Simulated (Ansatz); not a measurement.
# C2H4BClSe: geometry optimisation

The task: find the minimum of C2H4BClSe nearest to the start.

Program: Ansatz 0.2.0. Level of theory: RHF/def2-SVP. These are calculated values, not measurements.

## Step 1: The system as given

9 atoms, charge 0, spin multiplicity 1.

Atoms are counted from 1 here; the program's logs count them from 0.

Bond lengths: Cl1–B2 1.755 Å, B2–C3 1.578 Å, B2–Se5 1.944 Å, C3–C4 1.548 Å, C3–H6 1.111 Å, C3–H7 1.111 Å, C4–Se5 2.015 Å, C4–H8 1.106 Å, C4–H9 1.106 Å. Angles: Cl1–B2–C3 132.1°, Cl1–B2–Se5 130.3°, C3–B2–Se5 97.6°, B2–C3–C4 95.3°, B2–C3–H6 114.3°, B2–C3–H7 114.0°, C4–C3–H6 113.4°, C4–C3–H7 113.3°, H6–C3–H7 106.6°, C3–C4–Se5 95.8°, C3–C4–H8 115.2°, C3–C4–H9 115.3°, Se5–C4–H8 109.9°, Se5–C4–H9 110.0°, H8–C4–H9 109.7°, B2–Se5–C4 71.4°.

As a file:

```xyz
9

Cl    0.0712    0.3942   -2.9576
B    -0.2054    0.2943   -1.2276
C     0.6413   -0.3400   -0.0567
C    -0.3597    0.0368    1.0629
Se   -1.6859    0.9483   -0.1500
H     0.8053   -1.4345   -0.1526
H     1.6437    0.1202    0.0768
H    -0.8416   -0.8187    1.5722
H     0.0197    0.7530    1.8158
```

## Step 2: Relaxation

Contents of input.yaml:

```yaml
crystal:
  periodic: [false, false, false]
  atoms:
    - { symbol: Cl, position_ang: [0.071159, 0.394194, -2.957647] }
    - { symbol: B, position_ang: [-0.205445, 0.294312, -1.227642] }
    - { symbol: C, position_ang: [0.641313, -0.339972, -0.056726] }
    - { symbol: C, position_ang: [-0.359692, 0.036814, 1.062912] }
    - { symbol: Se, position_ang: [-1.685868, 0.948334, -0.150039] }
    - { symbol: H, position_ang: [0.805295, -1.434537, -0.152599] }
    - { symbol: H, position_ang: [1.643682, 0.120194, 0.076819] }
    - { symbol: H, position_ang: [-0.841615, -0.818711, 1.572166] }
    - { symbol: H, position_ang: [0.019672, 0.752973, 1.815755] }
basis:
  gaussian: { orbitals: def2-SVP }
hamiltonian:
  xc: hf
output:
  forces: true
relax:
  f_tol: 0.003
  max_steps: 120
```

Command:

```bash
$ ansatz run input.yaml --threads 1 --pin off --max-ram 2560MiB --backend cpu --events-out ev --progress --plain --runs-dir out
```

The log of the run:

```text
Warning: RAYON_NUM_THREADS=1 ignored (pool sized by the plan → 1); use --threads N
The last accepted step is kept in <dir> (removed where the run ends without a failure and the disk answers)
Engine: ansatz 0.2.0, x86_64-unknown-linux-gnu
Functional definition: HF
  exchange = exact_x
  correlation = 0
1212 factors; integrals over basis functions are off by at most 3.4e-4 eV
mean field evaluation 1: about -80588.0024 eV, gradient 2.3e1 eV
mean field evaluation 2: about -80588.1181 eV, gradient 2.3e1 eV
mean field evaluation 4: about -80589.9237 eV, gradient 2.8e0 eV
mean field evaluation 8: about -80589.9574 eV, gradient 2.0e-1 eV
mean field -80589.95759381 eV, -2961.6263157374 hartree, gradient 2.5e-5 eV, S^2 0.000000; 0 other end points of the search recorded, 0 dependent functions left out
the calculation of the forces begins
reference -80589.95759381 eV, -2961.6263157374 hartree; 36, 36 occupied and 76, 76 virtual orbitals, 1212 factors
relax step   1: F+E_penalty+E_count = -80589.95759381 eV  Δ(F+E_penalty+E_count) = +0.000e0 eV  max|allowed force component| = 6.648e-1 eV/Å  Δτ_max = 0.0000 Å  (37 SCF iters, accepted)
these checks for a lower state are left out or cut short: starts, cluster_reference, orbital_swaps, neighbouring_geometries, increment
1212 factors; integrals over basis functions are off by at most 3.2e-4 eV
mean field evaluation 16: about -80589.9877 eV, gradient 6.4e-4 eV
mean field -80589.98768100 eV, -2961.6274214210 hartree, gradient 3.3e-5 eV, S^2 0.000000; 0 other end points of the search recorded, 0 dependent functions left out
the calculation of the forces begins
reference -80589.98768100 eV, -2961.6274214210 hartree; 36, 36 occupied and 76, 76 virtual orbitals, 1212 factors
relax step   2: F+E_penalty+E_count = -80589.98768100 eV  Δ(F+E_penalty+E_count) = -3.009e-2 eV  max|allowed force component| = 3.094e-1 eV/Å  Δτ_max = 0.0301 Å  (36 SCF iters, accepted)
these checks for a lower state are left out or cut short: starts, cluster_reference, orbital_swaps, neighbouring_geometries, increment
1212 factors; integrals over basis functions are off by at most 3.3e-4 eV
mean field -80589.99163528 eV, -2961.6275667384 hartree, gradient 3.3e-5 eV, S^2 0.000000; 0 other end points of the search recorded, 0 dependent functions left out
the calculation of the forces begins
reference -80589.99163528 eV, -2961.6275667384 hartree; 36, 36 occupied and 76, 76 virtual orbitals, 1212 factors
relax step   3: F+E_penalty+E_count = -80589.99163528 eV  Δ(F+E_penalty+E_count) = -3.954e-3 eV  max|allowed force component| = 2.909e-2 eV/Å  Δτ_max = 0.0135 Å  (37 SCF iters, accepted)
these checks for a lower state are left out or cut short: starts, cluster_reference, orbital_swaps, neighbouring_geometries, increment
1212 factors; integrals over basis functions are off by at most 3.3e-4 eV
mean field evaluation 32: about -80589.9917 eV, gradient 1.6e-5 eV
mean field -80589.99172529 eV, -2961.6275700459 hartree, gradient 1.6e-5 eV, S^2 0.000000; 0 other end points of the search recorded, 0 dependent functions left out
the calculation of the forces begins
reference -80589.99172529 eV, -2961.6275700459 hartree; 36, 36 occupied and 76, 76 virtual orbitals, 1212 factors
relax step   4: F+E_penalty+E_count = -80589.99172529 eV  Δ(F+E_penalty+E_count) = -9.000e-5 eV  max|allowed force component| = 2.116e-2 eV/Å  Δτ_max = 0.0014 Å  (27 SCF iters, accepted)
these checks for a lower state are left out or cut short: starts, cluster_reference, orbital_swaps, neighbouring_geometries, increment
1212 factors; integrals over basis functions are off by at most 3.3e-4 eV
mean field -80589.99173766 eV, -2961.6275705008 hartree, gradient 8.5e-6 eV, S^2 0.000000; 0 other end points of the search recorded, 0 dependent functions left out
the calculation of the forces begins
reference -80589.99173766 eV, -2961.6275705008 hartree; 36, 36 occupied and 76, 76 virtual orbitals, 1212 factors
relax step   5: F+E_penalty+E_count = -80589.99173766 eV  Δ(F+E_penalty+E_count) = -1.238e-5 eV  max|allowed force component| = 1.311e-2 eV/Å  Δτ_max = 0.0007 Å  (27 SCF iters, accepted)
these checks for a lower state are left out or cut short: starts, cluster_reference, orbital_swaps, neighbouring_geometries, increment
1212 factors; integrals over basis functions are off by at most 3.3e-4 eV
mean field -80589.99174757 eV, -2961.6275708650 hartree, gradient 1.4e-5 eV, S^2 0.000000; 0 other end points of the search recorded, 0 dependent functions left out
the calculation of the forces begins
reference -80589.99174757 eV, -2961.6275708650 hartree; 36, 36 occupied and 76, 76 virtual orbitals, 1212 factors
relax step   6: F+E_penalty+E_count = -80589.99174757 eV  Δ(F+E_penalty+E_count) = -9.910e-6 eV  max|allowed force component| = 5.337e-4 eV/Å  Δτ_max = 0.0030 Å  (28 SCF iters, accepted)
1212 factors; integrals over basis functions are off by at most 3.3e-4 eV
mean field -80589.99174757 eV, -2961.6275708650 hartree, gradient 1.4e-5 eV, S^2 0.000000; 1 other end points of the search recorded, 0 dependent functions left out
the calculation of the forces begins
reference -80589.99174757 eV, -2961.6275708650 hartree; 36, 36 occupied and 76, 76 virtual orbitals, 1212 factors
Total energy: -80589.99174757 eV, -2961.6275708650 hartree
Atom 0 at     0.092303     0.388541    -2.958930 Å, force     0.000089     0.000212     0.000226 eV/Å
Atom 1 at    -0.208517     0.297000    -1.232581 Å, force     0.000030     0.000246     0.000095 eV/Å
Atom 2 at     0.633238    -0.336392    -0.054819 Å, force     0.000320    -0.000140    -0.000534 eV/Å
Atom 3 at    -0.363676     0.038757     1.066807 Å, force    -0.000012     0.000336     0.000506 eV/Å
Atom 4 at    -1.673962     0.933936    -0.138590 Å, force     0.000051    -0.000494    -0.000201 eV/Å
Atom 5 at     0.786256    -1.414284    -0.152227 Å, force    -0.000130    -0.000133     0.000017 eV/Å
Atom 6 at     1.618608     0.118396     0.075701 Å, force    -0.000233    -0.000310    -0.000194 eV/Å
Atom 7 at    -0.819014    -0.808507     1.572622 Å, force     0.000067     0.000039     0.000088 eV/Å
Atom 8 at     0.023266     0.736155     1.805016 Å, force    -0.000181     0.000244    -0.000005 eV/Å
Dipole moment:     0.253315    -0.187493     0.332051 e Å
```

It took 2 min on 1 thread of Intel Xeon at 2.50GHz (Skylake/Cascade Lake), shared host; peak memory 0.27 GiB.

Along the way:

| step | energy from step 1 (eV) | largest force component (eV/Å) |
| --- | --- | --- |
| 1 | 0.0000 | 0.6648 |
| 2 | -0.0301 | 0.3094 |
| 3 | -0.0340 | 0.0291 |
| 4 | -0.0341 | 0.0212 |
| 5 | -0.0341 | 0.0131 |
| 6 | -0.0342 | 0.0005 |

Distances of close pairs at the start and the end, largest changes first:

| bond | before (Å) | after (Å) | change (Å) |
| --- | --- | --- | --- |
| C4–Se5 | 2.015 | 1.993 | -0.022 |
| C4–H9 | 1.106 | 1.087 | -0.019 |
| C4–H8 | 1.106 | 1.087 | -0.019 |
| C3–H7 | 1.111 | 1.093 | -0.018 |
| C3–H6 | 1.111 | 1.093 | -0.018 |
| B2–Se5 | 1.944 | 1.937 | -0.008 |
| B2–C3 | 1.578 | 1.580 | +0.002 |
| C3–C4 | 1.548 | 1.547 | -0.002 |

## Step 3: What came out

| quantity | value |
| --- | --- |
| energy gained | 0.0342 eV |
| root mean square move | 0.020 Å |
| dipole moment | 2.20 D |

Bond lengths: Cl1–B2 1.755 Å, B2–C3 1.580 Å, B2–Se5 1.937 Å, C3–C4 1.547 Å, C3–H6 1.093 Å, C3–H7 1.093 Å, C4–Se5 1.993 Å, C4–H8 1.087 Å, C4–H9 1.087 Å. Angles: Cl1–B2–C3 131.5°, Cl1–B2–Se5 131.9°, C3–B2–Se5 96.5°, B2–C3–C4 95.7°, B2–C3–H6 113.8°, B2–C3–H7 113.7°, C4–C3–H6 113.2°, C4–C3–H7 113.2°, H6–C3–H7 107.1°, C3–C4–Se5 95.4°, C3–C4–H8 114.7°, C3–C4–H9 114.8°, Se5–C4–H8 110.9°, Se5–C4–H9 110.9°, H8–C4–H9 109.5°, B2–Se5–C4 72.3°. No frequencies were computed here.
